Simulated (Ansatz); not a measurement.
# Zn3CuS4: the cost of one run

Program: Ansatz 0.2.0. Level of theory: DFT PBE, scalar-relativistic, plane waves, PAW, unless a step names another level. These are calculated values, not measurements.

### Step 1. The system as given

It takes space group P-43m (No. 215, cubic). Conventional cell: a = 5.388 Å, b = 5.388 Å, c = 5.388 Å, α = 90.00°, β = 90.00°, γ = 90.00°. Zn (site symmetry -42m) is surrounded by 4 S at 2.35 Å. Cu (site symmetry -43m) is surrounded by 4 S at 2.30 Å. S (site symmetry 3m) is surrounded by 1 Cu at 2.30 Å and 3 Zn at 2.35 Å.

As a file:

```cif
data_structure
_symmetry_space_group_name_H-M 'P-43m'
_symmetry_Int_Tables_number 215
_cell_length_a 5.3879
_cell_length_b 5.3879
_cell_length_c 5.3879
_cell_angle_alpha 90.000
_cell_angle_beta 90.000
_cell_angle_gamma 90.000
_cell_volume 156.41
loop_
_atom_site_label
_atom_site_type_symbol
_atom_site_symmetry_multiplicity
_atom_site_Wyckoff_symbol
_atom_site_fract_x
_atom_site_fract_y
_atom_site_fract_z
_atom_site_occupancy
Zn1 Zn 3 c 0.50000 0.50000 0.00000 1
Cu1 Cu 1 a 0.00000 0.00000 0.00000 1
S1 S 4 e 0.75400 0.75400 0.24600 1
```

It came out lowest among 19 distinct ends of the trial cells. At a tolerance of 0.05 Å it has space group P-43m (No. 215).

### Step 2. A stricter relaxation, on the response runs' mesh and smearing

File input.yaml:

```yaml
crystal:
  lattice:
    - [5.3879332346, 0.0, 0.0]
    - [0.0, 5.3879332346, 0.0]
    - [0.0, 0.0, 5.3879332346]
  atoms:
    - { symbol: Zn, position: [0.5, 0.5, 0.0] }
    - { symbol: Zn, position: [0.5, 0.0, 0.5] }
    - { symbol: Zn, position: [0.0, 0.5, 0.5] }
    - { symbol: Cu, position: [0.0, 0.0, 0.0] }
    - { symbol: S, position: [0.7539979517, 0.7539979517, 0.2460020483] }
    - { symbol: S, position: [0.7539979517, 0.2460020483, 0.7539979517] }
    - { symbol: S, position: [0.2460020483, 0.7539979517, 0.7539979517] }
    - { symbol: S, position: [0.2460020483, 0.2460020483, 0.2460020483] }
basis:
  ecutwfc: 420
kpoints:
  mp_grid: { grid: [6, 6, 6] }
hamiltonian:
  xc: pbe
scf:
  occupations: { method: gaussian, width: 0.1 }
output:
  forces: true
  stress: true
  eigenvalues: true
  write_density: true
  write_potential: true
  elf: true
  volumetric_format: npy
relax:
  adjacent_minimum: "off"
  f_tol: 0.001
  max_steps: 60
  cell: { stress_tol: 0.01 }
```

Started as:

```
ansatz run input.yaml --threads 3 --pin off --max-ram 7680MiB --backend cpu --events-out ev --progress --plain --runs-dir out
```

**Question.** How long does this run take on 3 threads of Intel Xeon Platinum 8375C at 2.90GHz (Ice Lake), shared host, and how much memory does it need?

About 9.4 s, with a peak of 0.58 GiB.
